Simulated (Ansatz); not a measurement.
**OsSb (rocksalt): other levels of theory at one geometry**

An exercise on one series of results from a longer session: the logs are not shown, and one member is left open.

Method: DFT at several levels, plane waves, PAW, in Ansatz 0.2.0.

1 further run of the same task is left out (it didn't finish). Runs told in other sessions of the task aren't counted.

### Starting point

It takes space group Fm-3m (No. 225, cubic). The conventional cell has a = 5.427 Å, b = 5.427 Å, c = 5.427 Å, α = 90.00°, β = 90.00°, γ = 90.00°. Os (site symmetry m-3m) is surrounded by 6 Sb at 2.71 Å. Sb (site symmetry m-3m) is surrounded by 6 Os at 2.71 Å.

As a file:

```
CELL_PARAMETERS angstrom
0.00000 2.71362 2.71362
2.71362 0.00000 2.71362
2.71362 2.71362 0.00000
ATOMIC_POSITIONS crystal
Os 0.50000 0.50000 0.50000
Sb 0.00000 0.00000 0.00000
```

This cell comes from an earlier session at PBE: 19.982 Å³/atom at -0.11 GPa, on a 12×12×12 mesh, no gap.

Levels to run: PBE+SOC; r²SCAN; PBEsol; LDA. Hardware: 2 threads of Arm Neoverse N1, shared host.

The first run:

Contents of input.yaml:

```yaml
crystal:
  lattice:
    - [0.0, 2.713616885, 2.713616885]
    - [2.713616885, 0.0, 2.713616885]
    - [2.713616885, 2.713616885, 0.0]
  atoms:
    - { symbol: Os, position: [0.5, 0.5, 0.5] }
    - { symbol: Sb, position: [0.0, 0.0, 0.0] }
basis:
  ecutwfc: 420
  ecutrho_ratio: 4
kpoints:
  mp_grid: { grid: [12, 12, 12] }
hamiltonian:
  xc: pbe
scf:
  occupations: { method: gaussian, width: 0.05 }
output:
  forces: true
  stress: true
  eigenvalues: true
  populations: true
  dos: { projected: true, de: 0.02 }
  write_density: true
  write_potential: true
  elf: true
  volumetric_format: npy
magnetization:
  noncollinear: true
  spin_orbit: true
```

Started as:

```bash
> ansatz run input.yaml --threads 2 --pin off --max-ram 2662MiB --backend cpu --events-out ev --progress --plain --runs-dir out
```

Among the steps run: PBE+SOC; r²SCAN; PBEsol; LDA.

One table of the session follows, with a row left open; its other results are not shown here.

```
  level  pressure (GPa)
    PBE            -0.1
    LDA            -8.8
 PBEsol            -5.9
PBE+SOC             1.5
 r²SCAN               ?
```

**Question.** Estimate the row for r²SCAN.

**Answer.** pressure (GPa): -3.4. In the column «pressure (GPa)» it lies between PBEsol (-5.9) and PBE (-0.1).

The pressure runs from -8.8 GPa (LDA) to 1.5 GPa (PBE+SOC); a negative pressure means that level wants a smaller cell, a positive one a larger cell. Total energies of different levels have different zeros and can't be compared.
